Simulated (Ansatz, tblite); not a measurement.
**Si(CN)Cl3 (CCl3NSi): a ladder of methods and basis sets**

How do method and basis change the picture of Si(CN)Cl3 (CCl3NSi) (singlet)?

The runs use Ansatz 0.2.0, Gaussian basis; as each input shows.

The runs, in order: GFN1-xTB, GFN2-xTB, PBE-D4/def2-TZVP, r2SCAN-D4/def2-TZVP, CAM-B3LYP-D4/def2-TZVP, HSE06-D4/def2-TZVP, BLYP-D4/def2-TZVP, PBE-D4/def2-SVP, PBE0-D4/def2-SVP, HF/6-31G, B3LYP-D4/6-31G, CCSD(T)/def2-TZVPP, MP2/def2-TZVP, RPA/def2-TZVP.

2 further runs of the same task are left out: 2 set aside as unsound or not needed.

### 1 The relaxed structure

The singlet was relaxed beforehand with PBE0-D4/def2-SVP.

6 atoms, charge 0, spin multiplicity 1.

Bond lengths: Si1–C2 1.839 Å, Si1–Cl4 2.030 Å, Si1–Cl5 2.030 Å, Si1–Cl6 2.030 Å, C2–N3 1.159 Å. Angles: C2–Si1–Cl4 108.1°, C2–Si1–Cl5 108.1°, C2–Si1–Cl6 108.1°, Cl4–Si1–Cl5 110.8°, Cl4–Si1–Cl6 110.8°, Cl5–Si1–Cl6 110.8°, Si1–C2–N3 179.9°.

As a file:

```
atom    x (Å)    y (Å)    z (Å)
 Si1  -0.0065  -0.0030  -0.4906
  C2   0.0193   0.0080   1.3486
  N3   0.0338   0.0146   2.5076
 Cl4   1.9135  -0.0010  -1.1494
 Cl5  -0.9846   1.6614  -1.1179
 Cl6  -0.9755  -1.6800  -1.0983
```

PBE0-D4/def2-TZVP was run before; its log isn't repeated, and its numbers join the tables.

### 2 GFN1-xTB

Tight binding, by tblite at 300 K electronic temperature and without a spin-polarisation term:

```python
tblite.interface.Calculator('GFN1-xTB', numbers, positions, charge=0, uhf=0).singlepoint()
```

Energy -546.7113 eV, HOMO -12.64 eV, LUMO -7.31 eV; 0.009 s.

### 3 GFN2-xTB

Tight binding, by tblite at 300 K electronic temperature and without a spin-polarisation term:

```python
tblite.interface.Calculator('GFN2-xTB', numbers, positions, charge=0, uhf=0).singlepoint()
```

Energy -558.0684 eV, HOMO -12.17 eV, LUMO -7.93 eV; 0.008 s.

### 4 PBE-D4/def2-TZVP

start.molden holds the orbitals of an earlier run on this state, given as this run's starting guess.

Contents of in.yaml:

```yaml
crystal:
  periodic: [false, false, false]
  atoms:
    - {symbol: Si, position_ang: [-0.006528, -0.002973, -0.490560]}
    - {symbol: C, position_ang: [0.019350, 0.008024, 1.348624]}
    - {symbol: N, position_ang: [0.033806, 0.014573, 2.507553]}
    - {symbol: Cl, position_ang: [1.913465, -0.001031, -1.149399]}
    - {symbol: Cl, position_ang: [-0.984635, 1.661375, -1.117915]}
    - {symbol: Cl, position_ang: [-0.975458, -1.679979, -1.098292]}
basis:
  gaussian: {orbitals: def2-TZVP, initial_orbitals: start.molden}
hamiltonian: {xc: pbe, dispersion: d4}
scf: {omitted_lower_state_checks: [starts]}
output: {orbitals: {seedname: orbitals}}
```

Launch:

```
> ansatz run in.yaml --threads 2 --pin off --events-out ev --progress --plain --max-ram 32768MiB --backend cpu
```

The runs that follow: r2SCAN-D4/def2-TZVP; CAM-B3LYP-D4/def2-TZVP; HSE06-D4/def2-TZVP; BLYP-D4/def2-TZVP; PBE-D4/def2-SVP; PBE0-D4/def2-SVP; HF/6-31G; B3LYP-D4/6-31G; CCSD(T)/def2-TZVPP; MP2/def2-TZVP; RPA/def2-TZVP.

Before running them: what should the planned runs give, taken together? Wanted: gap in def2-TZVP, named functionals, smallest and largest; correlation energy, CCSD(T)/def2-TZVPP; correlation energy, MP2/def2-TZVP; binding an atom, CCSD(T)/def2-TZVPP; PBE0 total energy, smallest basis above largest.

**Answer**, as computed:

| quantity | value |
| --- | --- |
| gap in def2-TZVP, named functionals, smallest and largest | 6.07 eV (PBE-D4), 11.00 eV (CAM-B3LYP-D4) |
| correlation energy, CCSD(T)/def2-TZVPP | -29.98 eV |
| correlation energy, MP2/def2-TZVP | -27.07 eV |
| binding an atom, CCSD(T)/def2-TZVPP | 3.989 eV |
| PBE0 total energy, smallest basis above largest | 18.77 eV (def2-SVP, def2-TZVP) |

Over the named functionals in def2-TZVP the gap runs from 6.07 eV (PBE-D4) to 11.00 eV (CAM-B3LYP-D4); exact exchange widens it. A small miss in a minimal or small basis is a cancelling of errors, not accuracy. The functionals in def2-TZVP miss CCSD(T)/def2-TZVPP by +0.115 (CAM-B3LYP-D4) to +0.334 eV (PBE-D4) an atom. CCSD(T)/def2-TZVPP isn't at the basis-set limit; small misses against it rank nothing.
